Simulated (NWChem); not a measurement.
# GeSiH6O2 (SMILES O[SiH2][O][GeH3]) at 5 levels

Wanted: a comparison of 5 runs (HF/STO-3G, HF/3-21G, B3LYP/6-31G*, MP2/6-31G) of GeSiH6O2. 

The results are computed with NWChem 7.3.0.

### Step 1. The structure to begin with

GeSiH6O2 has 10 atoms, charge 0, and is taken as a singlet. As SMILES, `O[SiH2][O][GeH3]`. The shape is that of a PBE0-D4/def2-TZVP optimisation. This is one conformer, not always the lowest.

Bond lengths: O1–Si2 1.644 Å, Si2–O3 1.628 Å, O3–Ge4 1.779 Å, O1–H5 0.958 Å, Si2–H6 1.482 Å, Si2–H7 1.484 Å, Ge4–H8 1.536 Å, Ge4–H9 1.533 Å, Ge4–H10 1.538 Å. Some angles: O1–Si2–O3 112.9°, Si2–O3–Ge4 133.2°, O1–Si2–H6 104.1°, O1–Si2–H7 110.7°, O3–Si2–H6 110.8°, O3–Si2–H7 106.1°, Si2–O1–H5 117.7°, O3–Ge4–H8 107.9°, O3–Ge4–H9 105.8°, O3–Ge4–H10 108.6°.

### Step 2. Energy and gradient at HF/STO-3G (run 1)

Input file work.nw:

```
start work
memory stack 880 mb heap 220 mb global 1100 mb
charge 0

geometry units au noautosym nocenter noautoz
  O     -2.32814259     2.44247102    -2.25727786
  Si    -0.32144241     2.58268869     0.10960412
  O      0.01814137    -0.11206076     1.55373282
  Ge     1.15670136    -3.12107167     0.57579955
  H     -4.08502096     2.25482121    -1.86194715
  H      2.08380100     3.38393257    -1.08149026
  H     -1.20545629     4.39966036     2.05394332
  H     -1.10378903    -4.65231675    -0.40836982
  H      2.30905635    -4.33314200     2.94154769
  H      3.14563811    -2.73008733    -1.50630069
end

basis spherical bse
  O library STO-3G
  Si library STO-3G
  Ge library STO-3G
  H library STO-3G
end

scf
  thresh 1e-08
  maxiter 80
  print medium
end

task scf gradient
```

Started as:

```
$ nwchem work.nw > work.out
```

Output:

```text
[...]
  functions       =    43
[...]
  wavefunction    = RHF
[...]
         Total SCF energy =  -2488.585143159749
      One-electron energy =  -4207.592794964974
      Two-electron energy =   1358.992923133330
 Nuclear repulsion energy =    360.014728671894
        Time for solution =      4.0s
[...]
                         RHF ENERGY GRADIENTS
    atom               coordinates                        gradient
                 x          y          z           x          y          z
   1 O      -2.328143   2.442471  -2.257278   -0.022732  -0.000927   0.027998
   2 Si     -0.321442   2.582689   0.109604   -0.018896  -0.025677  -0.014877
   3 O       0.018141  -0.112061   1.553733   -0.010725   0.041324   0.004056
   4 Ge      1.156701  -3.121072   0.575800    0.005724  -0.018932  -0.000867
   5 H      -4.085021   2.254821  -1.861947    0.023281   0.002911  -0.017244
   6 H       2.083801   3.383933  -1.081490    0.025896   0.006154  -0.013438
   7 H      -1.205456   4.399660   2.053943   -0.011094   0.017874   0.021140
   8 H      -1.103789  -4.652317  -0.408370   -0.030959  -0.017619  -0.012050
   9 H       2.309056  -4.333142   2.941548    0.014362  -0.013704   0.032028
  10 H       3.145638  -2.730087  -1.506301    0.025142   0.008595  -0.026745
[...]
```

It took 6 s on 1 thread of Intel Xeon Platinum 8488C (Sapphire Rapids), shared host; peak memory 0.099 GiB.

### Step 3. Energy and forces at HF/3-21G (run 2)

Input file geh6o2si.nw:

```
echo
start geh6o2si
memory total 2200 mb
charge 0

geometry units atomic noautosym nocenter noautoz
  O   -2.32814259   2.44247102  -2.25727786
  Si  -0.32144241   2.58268869   0.10960412
  O    0.01814137  -0.11206076   1.55373282
  Ge   1.15670136  -3.12107167   0.57579955
  H   -4.08502096   2.25482121  -1.86194715
  H    2.08380100   3.38393257  -1.08149026
  H   -1.20545629   4.39966036   2.05394332
  H   -1.10378903  -4.65231675  -0.40836982
  H    2.30905635  -4.33314200   2.94154769
  H    3.14563811  -2.73008733  -1.50630069
end

basis spherical bse
  * library 3-21G
end

scf
  thresh 1e-08
  maxiter 80
end

task scf gradient
```

Started as:

```
$ nwchem geh6o2si.nw > geh6o2si.out
```

Output:

```text
[...]
  functions       =    65
[...]
  wavefunction    = RHF
[...]
         Total SCF energy =  -2505.219312939404
      One-electron energy =  -4210.351670189520
      Two-electron energy =   1345.117628578222
 Nuclear repulsion energy =    360.014728671894
        Time for solution =      4.3s
[...]
                         RHF ENERGY GRADIENTS
    atom               coordinates                        gradient
                 x          y          z           x          y          z
   1 O      -2.328143   2.442471  -2.257278    0.013978   0.002974   0.006610
   2 Si     -0.321442   2.582689   0.109604   -0.019008  -0.029963  -0.015486
   3 O       0.018141  -0.112061   1.553733   -0.014115   0.041972   0.014420
   4 Ge      1.156701  -3.121072   0.575800    0.011698  -0.020067  -0.018369
   5 H      -4.085021   2.254821  -1.861947    0.009310   0.000952   0.008902
   6 H       2.083801   3.383933  -1.081490    0.001391   0.000518  -0.002119
   7 H      -1.205456   4.399660   2.053943   -0.000709  -0.001209   0.002930
   8 H      -1.103789  -4.652317  -0.408370   -0.001887   0.001798   0.000630
   9 H       2.309056  -4.333142   2.941548   -0.000757   0.002317   0.002549
  10 H       3.145638  -2.730087  -1.506301    0.000099   0.000708  -0.000067
[...]
```

Wall time 7.2 s (1 thread of Intel Xeon Platinum 8488C (Sapphire Rapids), shared host); peak memory 0.098 GiB.

Runs 3 to 4 aren't shown in full; the table further down has their settings and results.

### Step 4. Energy and gradient at MP2/6-31G (run 5)

Input file job.nw:

```
start job
memory 2200 mb
geometry units bohr noautosym nocenter noautoz
  O     -2.32814259     2.44247102    -2.25727786
  Si    -0.32144241     2.58268869     0.10960412
  O      0.01814137    -0.11206076     1.55373282
  Ge     1.15670136    -3.12107167     0.57579955
  H     -4.08502096     2.25482121    -1.86194715
  H      2.08380100     3.38393257    -1.08149026
  H     -1.20545629     4.39966036     2.05394332
  H     -1.10378903    -4.65231675    -0.40836982
  H      2.30905635    -4.33314200     2.94154769
  H      3.14563811    -2.73008733    -1.50630069
end
basis spherical bse
  O library 6-31G
  Si library 6-31G
  Ge library 6-31G
  H library 6-31G
end
scf
  nopen 0
  rhf
  thresh 1e-08
  maxiter 80
  print low
end
mp2
  freeze core 16
  tight
end
task mp2 gradient
```

Started as:

```
$ nwchem job.nw > job.out
```

Output:

```text
[...]
  functions       =    70
[...]
  wavefunction    = RHF
[...]
         Total SCF energy =  -2517.120213521937
      One-electron energy =  -4223.550333348957
      Two-electron energy =   1346.415391155126
 Nuclear repulsion energy =    360.014728671894
        Time for solution =     16.9s
[...]
          Total MP2 energy         -2517.627971558254
[...]
                         mp2 ENERGY GRADIENTS
    atom               coordinates                        gradient
                 x          y          z           x          y          z
   1 O      -2.328143   2.442471  -2.257278    0.028756   0.001491   0.036164
   2 Si     -0.321442   2.582689   0.109604   -0.035998  -0.052347  -0.021643
   3 O       0.018141  -0.112061   1.553733   -0.005970   0.039837  -0.019835
   4 Ge      1.156701  -3.121072   0.575800   -0.001033   0.012264  -0.005153
   5 H      -4.085021   2.254821  -1.861947    0.019171   0.001785   0.008768
   6 H       2.083801   3.383933  -1.081490   -0.005457  -0.001634   0.002929
   7 H      -1.205456   4.399660   2.053943    0.002760  -0.005317  -0.004059
   8 H      -1.103789  -4.652317  -0.408370    0.000770   0.002350   0.001131
   9 H       2.309056  -4.333142   2.941548   -0.001203   0.002064  -0.000348
  10 H       3.145638  -2.730087  -1.506301   -0.001796  -0.000492   0.002045
[...]
```

Run time: 49 s. Hardware: 1 thread of Intel Xeon Platinum 8488C (Sapphire Rapids), shared host; peak memory 0.19 GiB.

### Step 5. Overview of the runs

```
run                               level  iteration cap  module   energy (Eh)  dipole moment (D)  HOMO energy (eV)  LUMO energy (eV)  wall time
  1                           HF/STO-3G             80     scf  -2488.585143               0.79             -8.45             11.06        6 s
  2                            HF/3-21G             80     scf  -2505.219313               1.39            -11.82              3.88      7.2 s
  3  B3LYP/6-31G* (spherical functions)            100     dft  -2520.390006               1.41             -8.11              0.04       34 s
  4  B3LYP/6-31G* (Cartesian functions)            100     dft  -2520.399821               1.41             -8.11              0.01       43 s
  5                           MP2/6-31G             80     mp2  -2517.627972               1.29                 –                 –       49 s
```

### Step 6. What came out

```
                                                      quantity           value
                                           run 5: total energy  -2517.62797 Eh
run 5: dipole moment (of the density that the program reports)          1.29 D
           run 5: correlation energy (16 core orbitals frozen)      -507.8 mEh
                               run 5: largest force on an atom      3.451 eV/Å
```

In words: The dipole moment (its size) runs from 0.79 D (HF/STO-3G) to 1.41 D (B3LYP/6-31G*). The two ends differ in method and basis. Over runs 1, 2, 3, 4 the HOMO–LUMO gap runs from 8.12 eV (B3LYP/6-31G*) to 19.51 eV (HF/STO-3G). In run 1 the basis is minimal, so the values are rough. All runs together took 2.3 min, the longest 49 s.
